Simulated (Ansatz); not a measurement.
# Ca4AlO: the cost of one run

Method: DFT PBE, scalar-relativistic, plane waves, PAW, in Ansatz 0.2.0.

**1. The system as given**

Symmetry: F-43m, No. 216, cubic system. The conventional cell has a = 7.778 Å, b = 7.778 Å, c = 7.778 Å, α = 90.00°, β = 90.00°, γ = 90.00°. Around Ca (site symmetry 3m) lie 6 Ca at 2.74 to 2.76 Å and 3 O at 3.22 Å and 3 Al at 3.23 Å. Around Al (site symmetry -43m) lie 12 Ca at 3.23 Å and 4 O at 3.37 Å. O (site symmetry -43m) is surrounded by 12 Ca at 3.22 Å and 4 Al at 3.37 Å.

Coordinates:

```
CELL_PARAMETERS angstrom
0.00000 3.88906 3.88906
3.88906 0.00000 3.88906
3.88906 3.88906 0.00000
ATOMIC_POSITIONS crystal
Ca 0.87394 0.37535 0.37535
Ca 0.37535 0.37535 0.37535
Ca 0.37535 0.87394 0.37535
Ca 0.37535 0.37535 0.87394
Al 0.00000 0.00000 0.00000
O 0.75000 0.75000 0.75000
```

The cell is invented: species swapped into a database cell of ErInPt4 (F-43m, No. 216), with Al on the Er sites, O on the In sites and Ca on the Pt sites. The dimensions are guesses.

**2. Probe: one point on a coarse mesh**

Contents of input.yaml:

```yaml
crystal:
  lattice:
    - [0.0, 3.88906407, 3.88906407]
    - [3.88906407, 0.0, 3.88906407]
    - [3.88906407, 3.88906407, 0.0]
  atoms:
    - { symbol: Ca, position: [0.87394401, 0.375352, 0.375352] }
    - { symbol: Ca, position: [0.375352, 0.375352, 0.375352] }
    - { symbol: Ca, position: [0.375352, 0.87394401, 0.375352] }
    - { symbol: Ca, position: [0.375352, 0.375352, 0.87394401] }
    - { symbol: Al, position: [0.0, 0.0, 0.0] }
    - { symbol: O, position: [0.75, 0.75, 0.75] }
basis:
  ecutwfc: 420
kpoints:
  mp_grid: { grid: [4, 4, 4] }
hamiltonian:
  xc: pbe
scf:
  occupations: { method: gaussian, width: 0.1 }
  lower_state_search: "off"
output:
  forces: true
  stress: true
  eigenvalues: true
```

Command:

```bash
$ ansatz run input.yaml --threads 1 --pin off --max-ram 2560MiB --backend cpu --events-out ev --progress --plain --runs-dir out
```

**Question.** How long does this run take on 1 thread of Intel Xeon at 2.50GHz (Skylake/Cascade Lake), shared host, and how much memory does it need?

About 5.2 s, with a peak of 0.35 GiB.
